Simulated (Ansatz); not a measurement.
# ClH7OSiSn: the cost of one run

Method: RKS BLYP-D4/def2-SVP, in Ansatz 0.2.0.

1 further run of the same task is left out (it didn't finish).

### 1 The system as given

Bond lengths: Sn1–Cl3 2.410 Å, Sn1–H4 1.739 Å, Sn1–H5 1.739 Å, Sn1–O6 2.260 Å, O6–Si7 1.680 Å, Si7–H8 1.460 Å, Si7–H9 1.460 Å, Si7–H10 1.460 Å. Angles: Cl3–Sn1–H4 109.5°, Cl3–Sn1–H5 109.5°, Cl3–Sn1–O6 67.1°, H4–Sn1–H5 109.5°, H4–Sn1–O6 72.9°, H5–Sn1–O6 176.5°, Sn1–O6–Si7 125.0°, O6–Si7–H8 109.5°, O6–Si7–H9 109.5°, O6–Si7–H10 109.5°, H8–Si7–H9 109.4°, H8–Si7–H10 109.4°, H9–Si7–H10 109.4°.

As a file:

```xyz
11

Sn    0.0000    0.0000    0.0000
H     0.0000    0.0000    2.0900
Cl    2.2726    0.0000   -0.8025
H    -0.8195    1.4198   -0.5794
H    -0.8195   -1.4198   -0.5794
O     1.1853    1.7874    0.7126
Si    2.5580    1.7106    1.6780
H     3.0381    0.3329    1.7339
H     3.5987    2.5654    1.1143
H     2.2319    2.1666    3.0261
H     0.5880    0.8867    1.9402
```

### 2 Pulling towards end A

Springs on the bonds that form and break draw the guess towards this end; the thresholds are loose.

input.yaml

```yaml
crystal:
  periodic: [false, false, false]
  atoms:
    - { symbol: Sn, position_ang: [0.0, 0.0, 0.0] }
    - { symbol: H, position_ang: [0.0, 0.0, 2.09] }
    - { symbol: Cl, position_ang: [2.2726, 0.0, -0.8025] }
    - { symbol: H, position_ang: [-0.8195, 1.4198, -0.5794] }
    - { symbol: H, position_ang: [-0.8195, -1.4198, -0.5794] }
    - { symbol: O, position_ang: [1.1853, 1.7874, 0.7126] }
    - { symbol: Si, position_ang: [2.558, 1.7106, 1.678] }
    - { symbol: H, position_ang: [3.0381, 0.3329, 1.7339] }
    - { symbol: H, position_ang: [3.5987, 2.5654, 1.1143] }
    - { symbol: H, position_ang: [2.2319, 2.1666, 3.0261] }
    - { symbol: H, position_ang: [0.588, 0.8867, 1.9402] }
basis:
  gaussian: { orbitals: def2-SVP }
hamiltonian:
  xc: blyp
  dispersion: d4
relax:
  f_tol: 0.15
  max_steps: 25
  restrain:
    - { distance: [0, 5], at: 3.16, k: 30.0 }
    - { distance: [10, 1], at: 1.86, k: 30.0 }
    - { distance: [0, 1], at: 1.74, k: 30.0 }
    - { distance: [10, 5], at: 1.01, k: 30.0 }
```

Started as:

```bash
$ ansatz run input.yaml --threads 4 --pin off --max-ram 5120MiB --backend cpu --events-out ev --progress --plain --runs-dir out
```

What time and memory should one allow on 4 threads of Arm Neoverse V2, shared host?

About 11 s, with a peak of 0.17 GiB.
